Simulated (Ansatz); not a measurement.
# C₂H₆Cl₂Si: one species, many methods

Aim: compute C₂H₆Cl₂Si with functionals from several rungs and with coupled cluster, and see how far each lands from CCSD(T) at the basis-set limit for the atomisation energy.

Program: Ansatz 0.2.0, Gaussian basis. Level of theory: functionals in def2-TZVPP, the program's frozen cores in correlated methods. These are calculated values, not measurements.

The runs, in order: PBE-D4, r2SCAN-D4, PBE0-D4, B3LYP-D4, ωB97X-V, ωB97M-V, B2PLYP; CCSD(T)/def2-TZVPP; MP2/def2-QZVPP; extrapolation to the limit.

**1. The geometry**

All runs share one geometry, relaxed beforehand with PBE0-D4 in a triple-zeta def2 set.

SMILES `C[SiH](Cl)CCl`, 11 atoms, charge 0, spin multiplicity 1.

Atoms are counted from 1 here; the program's logs count them from 0.

Bond lengths: C1–Si2 1.853 Å, C1–H6 1.092 Å, C1–H7 1.092 Å, C1–H8 1.093 Å, Si2–Cl3 2.067 Å, Si2–C4 1.877 Å, Si2–H9 1.481 Å, C4–Cl5 1.788 Å, C4–H10 1.090 Å, C4–H11 1.090 Å. Angles: Si2–C1–H6 110.5°, Si2–C1–H7 110.7°, Si2–C1–H8 110.0°, H6–C1–H7 108.3°, H6–C1–H8 108.6°, H7–C1–H8 108.6°, C1–Si2–Cl3 109.6°, C1–Si2–C4 112.0°, C1–Si2–H9 112.4°, Cl3–Si2–C4 106.3°, Cl3–Si2–H9 107.5°, C4–Si2–H9 108.9°, Si2–C4–Cl5 107.9°, Si2–C4–H10 112.1°, Si2–C4–H11 112.3°, Cl5–C4–H10 107.8°, Cl5–C4–H11 107.9°, H10–C4–H11 108.7°.

As a file:

```xyz
11
charge 0, multiplicity 1
C    -1.3739   -0.4382    0.6508
Si    0.3996    0.0954    0.6019
Cl    1.5850   -1.3648    1.4582
C     1.0194    0.3110   -1.1570
Cl    0.0589    1.6110   -1.9226
H    -1.7095   -0.5562    1.6830
H    -1.5045   -1.3926    0.1359
H    -2.0035    0.3099    0.1635
H     0.6319    1.3525    1.3500
H     2.0675    0.6078   -1.1890
H     0.8946   -0.5929   -1.7539
```

**2. PBE-D4 (GGA)**

in.yaml reads:

```yaml
crystal:
  periodic: [false, false, false]
  atoms:
    - {symbol: C, position_ang: [-1.373902, -0.438242, 0.650778]}
    - {symbol: Si, position_ang: [0.399618, 0.095358, 0.601900]}
    - {symbol: Cl, position_ang: [1.585031, -1.364808, 1.458186]}
    - {symbol: C, position_ang: [1.019381, 0.311019, -1.157032]}
    - {symbol: Cl, position_ang: [0.058935, 1.610987, -1.922595]}
    - {symbol: H, position_ang: [-1.709515, -0.556196, 1.683026]}
    - {symbol: H, position_ang: [-1.504545, -1.392607, 0.135914]}
    - {symbol: H, position_ang: [-2.003464, 0.309936, 0.163481]}
    - {symbol: H, position_ang: [0.631851, 1.352532, 1.350038]}
    - {symbol: H, position_ang: [2.067540, 0.607826, -1.188975]}
    - {symbol: H, position_ang: [0.894570, -0.592904, -1.753922]}
basis:
  gaussian: {orbitals: def2-TZVPP}
hamiltonian: {xc: pbe, dispersion: d4}
output: {forces: true, orbitals: {seedname: orbitals}}
```

Command:

```console
$ ansatz run in.yaml --threads 4 --pin off --events-out ev --progress --plain --max-ram 10444MiB
```

The runs that follow: r2SCAN-D4 (meta-GGA); PBE0-D4 (hybrid); B3LYP-D4 (hybrid); ωB97X-V (range-separated); ωB97M-V (range-separated); B2PLYP (double hybrid); CCSD(T) in def2-TZVPP; MP2 in def2-QZVPP.

Before running them: what should the planned runs give, taken together? Wanted: atomisation energy, CCSD(T)/CBS; farthest; mean size of error, hybrid; mean size of error, range-separated; gap, smallest and largest; T1 diagnostic; triples share of the correlation energy.

The runs gave:

| quantity | value |
| --- | --- |
| atomisation energy, CCSD(T)/CBS | 40.257 eV |
| functionals within 0.201 eV (0.5 %) | r2SCAN-D4, PBE0-D4, ωB97X-V, ωB97M-V |
| farthest | B2PLYP (-0.619 eV) |
| mean size of error, hybrid | 0.158 eV |
| mean size of error, range-separated | 0.146 eV |
| gap, smallest and largest | 5.94 eV (PBE-D4), 12.95 eV (ωB97X-V) |
| T1 diagnostic | 0.0091 |
| triples share of the correlation energy | 4.0 % |

PBE-D4 misses by +0.456 eV. Double hybrids carry the basis error of their MP2 part in triple zeta, and no dispersion term here, so their miss is partly the set-up's. Misses under about 0.201 eV are within the doubt on the reference itself, which lacks core-valence correlation, relativity and higher excitations. Hartree-Fock recovers 75 % of the binding; the rest is correlation. The gap grows from 5.9 to 13.0 eV across the functionals, mostly with the share of exact exchange.
